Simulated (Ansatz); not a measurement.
# TiAl3: the cost of one run

Program: Ansatz 0.2.0, driven from Python. The levels of theory stand in the script. These are calculated values, not measurements.

## (1) The system

Symmetry: I4/mmm, No. 139, tetragonal system. The conventional cell has a = 3.822 Å, b = 3.822 Å, c = 8.561 Å, α = 90.00°, β = 90.00°, γ = 90.00°. Ti (site symmetry 4/mmm) is surrounded by 12 Al at 2.70 to 2.87 Å. Al (site symmetry 4/mmm) is surrounded by 4 Ti at 2.70 Å and 8 Al at 2.87 Å. Al (site symmetry -4m2) is surrounded by 8 Al at 2.70 to 2.87 Å and 4 Ti at 2.87 Å.

The script holds or builds the structure itself.

## (2) The script

Input file tial3_lattice.py:

```python
import warnings

import ansatz as az
import numpy as np

def edges_and_angles(cell):
    cell = np.asarray(cell)
    a, b, c = np.linalg.norm(cell, axis=1)
    cosines = cell[1] @ cell[2] / (b * c), cell[0] @ cell[2] / (a * c), cell[0] @ cell[1] / (a * b)
    return (a, b, c, *np.degrees(np.arccos(cosines)))


def main() -> None:
    warnings.simplefilter('ignore', az.DeckWarning)

    crystal = (
        az.Lattice.from_parameters(3.822214, 3.822214, 8.561338, alpha=90, beta=90, gamma=90)
        .space_group(139, hermann_mauguin='I4/mmm')
        .atom('Ti', (0.0, 0.0, 0.0))
        .atom('Al', (0.5, 0.5, 0.0))
        .atom('Al', (0.0, 0.5, 0.25))
        .primitive()
    )

    base = (
        crystal.calculation()
        .kpoints(9, 9, 9)
        .occupations('cold', width=100 * az.meV)
        .relax(cell=True, force_tolerance=0.005)
    )

    levels = [('rpbe', 'none'), ('r2scan', 'd4'), ('revpbe', 'd3bj'), ('pbe', 'd3bj')]
    print('level            a       b       c    alpha   beta  gamma  V/atom  steps')
    for name, dispersion in levels:
        seen = []
        run = base.functional(name, dispersion=dispersion).session().plan()
        done = run.execute(on_event=lambda e: seen.append(e) if e['event'] == 'relax_step' else None)
        cell = done.lattice.cell_ang
        label = name if dispersion == 'none' else f'{name}+{dispersion}'
        print('{:13s} {:7.4f} {:7.4f} {:7.4f} {:6.2f} {:6.2f} {:6.2f}'.format(label, *edges_and_angles(cell)), f'{abs(np.linalg.det(cell)) / len(done.lattice.sites):7.3f} {len(seen):5d}')


if __name__ == '__main__':
    main()
```

## (3) The run

Started as:

```console
$ python tial3_lattice.py
```

Q: Estimate wall time and peak memory on 1 thread of Arm Neoverse V1, shared host.

About 98 s, with a peak of 0.79 GiB.
